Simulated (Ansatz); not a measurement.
# Al4Co3Ni: the cost of one run

Program: Ansatz 0.2.0. Level of theory: DFT PBE, scalar-relativistic, plane waves, PAW. These are calculated values, not measurements.

## 1. The structure to begin with

The structure is tetragonal, space group P4/mmm (No. 123). The conventional cell has a = 5.734 Å, b = 5.734 Å, c = 2.860 Å, α = 90.00°, β = 90.00°, γ = 90.00°. Al (site symmetry m2m) has 6 Co at 2.47 to 2.48 Å and 2 Ni at 2.50 Å as nearest neighbours. Co (site symmetry 4/mmm) is surrounded by 8 Al at 2.47 Å. Ni (site symmetry 4/mmm) has 8 Al at 2.50 Å and 2 Ni at 2.86 Å and 4 Co at 2.87 Å as nearest neighbours. Around Co (site symmetry mmm) lie 8 Al at 2.48 Å.

As a file:

```cif
data_structure
_symmetry_space_group_name_H-M 'P4/mmm'
_symmetry_Int_Tables_number 123
_cell_length_a 5.7335
_cell_length_b 5.7335
_cell_length_c 2.8600
_cell_angle_alpha 90.000
_cell_angle_beta 90.000
_cell_angle_gamma 90.000
_cell_volume 94.02
loop_
_atom_site_label
_atom_site_type_symbol
_atom_site_symmetry_multiplicity
_atom_site_Wyckoff_symbol
_atom_site_fract_x
_atom_site_fract_y
_atom_site_fract_z
_atom_site_occupancy
Al1 Al 4 j 0.24781 0.75219 0.00000 1
Co1 Co 1 b 0.00000 0.00000 0.50000 1
Ni1 Ni 1 d 0.50000 0.50000 0.50000 1
Co2 Co 2 e 0.50000 0.00000 0.50000 1
```

The start is the relaxed end of an invented cell (made as: elements ordered on the sites of the AlNi type, Ni/Co on Ni (P4/mmm, No. 123)), taken up again for a closer look.

## 2. A first look at the guess

Input file input.yaml:

```yaml
crystal:
  lattice:
    - [5.7335081, 0.0, 0.0]
    - [0.0, 5.7335081, 0.0]
    - [0.0, 0.0, 2.859983]
  atoms:
    - { symbol: Al, position: [0.247807, 0.752193, 0.0] }
    - { symbol: Al, position: [0.247807, 0.247807, 0.0] }
    - { symbol: Al, position: [0.752193, 0.752193, 0.0] }
    - { symbol: Al, position: [0.752193, 0.247807, 0.0] }
    - { symbol: Co, position: [0.0, 0.0, 0.5] }
    - { symbol: Ni, position: [0.5, 0.5, 0.5] }
    - { symbol: Co, position: [0.5, 0.0, 0.5], spin: 0.31 }
    - { symbol: Co, position: [0.0, 0.5, 0.5], spin: 0.31 }
basis:
  ecutwfc: 420
kpoints:
  mp_grid: { grid: [4, 4, 6] }
hamiltonian:
  xc: pbe
scf:
  occupations: { method: gaussian, width: 0.1 }
  lower_state_search: "off"
output:
  forces: true
  stress: true
  eigenvalues: true
  populations: true
magnetization:
  spin_polarized: true
```

On the command line:

```console
ansatz run input.yaml --threads 4 --pin off --max-ram 8192MiB --backend cpu --events-out ev --progress --plain --runs-dir out
```

What time and memory should one allow on 4 threads of Arm Neoverse V1, shared host?

About 49 s, with a peak of 0.96 GiB.
